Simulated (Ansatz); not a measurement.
**VAu (CuPt type): equation of state**

The task here is to estimate one member of a computed series from the others.

Method: DFT PBEsol, scalar-relativistic, plane waves, PAW, in Ansatz 0.2.0.

1 further run of the same task is left out (it didn't finish).

## The starting structure

Symmetry: R-3m, No. 166, trigonal system. The conventional cell has a = 2.761 Å, b = 2.761 Å, c = 13.706 Å, α = 90.00°, β = 90.00°, γ = 120.00°. V (site symmetry -3m) has 6 V at 2.76 Å and 6 Au at 2.79 Å as nearest neighbours. Around Au (site symmetry -3m) lie 6 Au at 2.76 Å and 6 V at 2.79 Å.

Coordinates:

```cif
data_structure
_symmetry_space_group_name_H-M 'P 1'
_symmetry_Int_Tables_number 1
_cell_length_a 4.8386
_cell_length_b 4.8386
_cell_length_c 4.8386
_cell_angle_alpha 33.149
_cell_angle_beta 33.149
_cell_angle_gamma 33.149
_cell_volume 30.15
loop_
_atom_site_label
_atom_site_type_symbol
_atom_site_fract_x
_atom_site_fract_y
_atom_site_fract_z
_atom_site_occupancy
V1 V 0.50000 0.50000 0.50000 1
Au1 Au 0.00000 0.00000 0.00000 1
```

An earlier run at PBEsol left this cell at 15.075 Å³/atom and 0.01 GPa (14×14×14 mesh).

Volume factors to run: 0.980, 1.020, 0.960, 1.040.

Set-up of the first run:

input.yaml reads:

```yaml
crystal:
  lattice:
    - [1.371012196, 0.7915542604, 4.5378827492]
    - [-1.371012196, 0.7915542604, 4.5378827492]
    - [0.0, -1.5831085208, 4.5378827492]
  atoms:
    - { symbol: V, position: [0.5, 0.5, 0.5], spin: 0.05 }
    - { symbol: Au, position: [0.0, 0.0, 0.0] }
basis:
  ecutwfc: 420
  ecutrho_ratio: 4
kpoints:
  mp_grid: { grid: [14, 14, 14] }
hamiltonian:
  xc: pbesol
scf:
  occupations: { method: gaussian, width: 0.05 }
output:
  forces: true
  stress: true
  eigenvalues: true
  populations: true
magnetization:
  spin_polarized: true
relax:
  f_tol: 0.01
  max_steps: 40
  cell: { stress_tol: 0.1, fix: [volume] }
```

Run with:

```bash
$ ansatz run input.yaml --threads 4 --pin off --max-ram 4096MiB --backend cpu --events-out ev --progress --plain --runs-dir out
```

Among the steps run: Volume × 0.980; Scaling the volume by 1.020; Volume × 0.960; Volume × 1.040.

One of the session's tables, all rows but one given; the rest of the session is left out.

It belongs to the step «Energy and pressure against volume». 

| volume (Å³/atom) | energy (meV/atom) | pressure (GPa) |
| --- | --- | --- |
| 14.472 | 15.98 | 8.82 |
| 14.774 | ? | ? |
| 15.075 | 0.00 | 0.01 |
| 15.377 | 3.53 | -3.69 |
| 15.678 | 13.61 | -6.97 |

Q: Estimate the row for volume (Å³/atom) = 14.774 from the others.

Worked estimate for «energy (meV/atom)». A straight line through the neighbours (14.472, 15.98) and (15.075, 0.00) gives 15.98 + (0.00 − 15.98) × (14.774 − 14.472) / (15.075 − 14.472) = 7.98; a parabola fitted to 3 rows on both sides gives 4.14.

The run gave: energy (meV/atom): 3.85; pressure (GPa): 4.16. In «energy (meV/atom)» the line misses by +4.13 and the parabola by +0.29.

Limits of these values: Warnings in the runs' records: seeded moment not kept, stability check not made.
